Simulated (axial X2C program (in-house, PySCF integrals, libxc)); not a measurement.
# A two-component session on ICu⁻: EOM-EA-CCSD levels

Aim: EOM-EA-CCSD levels of ICu⁻, with spin–orbit coupling in the Hamiltonian from the start.

Program: an in-house X2C program for linear molecules on PySCF integrals. Level of theory: two-component X2C with atomic mean-field terms, I dyall-acv3z, Cu dyall-acv3z. These are calculated values, not measurements.

**1. The job**

task.json reads:

```json
{
 "zs": [
  53,
  29
 ],
 "q": -1,
 "bas": [
  "dyall-acv3z",
  "dyall-acv3z"
 ],
 "r0": 2.45,
 "eom": "ea",
 "thr": -2.0,
 "nmax": 92,
 "grid": [
  1,
  0.96,
  1.045,
  0.92,
  1.09,
  1.15
 ],
 "rq": 0
}
```

Keys: zs atomic numbers; q charge; bas basis sets; r0 starting distance in Å; eom kind of EOM run; thr threshold in hartree for freezing inner shells (an s shell follows its p shell); nmax most natural virtual spinors; grid distances as factors.

Launch:

```console
$ python soeom.py task.json out
```

The runs that follow: EOM-EA-CCSD at 2.352 Å.

**Question.** What will these runs give? Wanted: next root led by one particle; T1 of the reference.

The runs gave:

```
                     quantity                             value
       lowest root at 2.352 Å                 Ω = 1/2, 1.008 eV
next root led by one particle  Ω = 1/2, about 10630 cm⁻¹ higher
          T1 of the reference                             0.028
```

What this shows: The added electron is bound by 1.01 eV in a spinor of 53% Cu sσ, 31% Cu pσ, 7% I pσ. Errors of 0.1 to 0.3 eV are usual at this size, and roots led by higher excitations are left out, so the list is incomplete, and low states of that kind can be missing. T1 or the largest double amplitude of the reference is raised, which lowers the reliability.
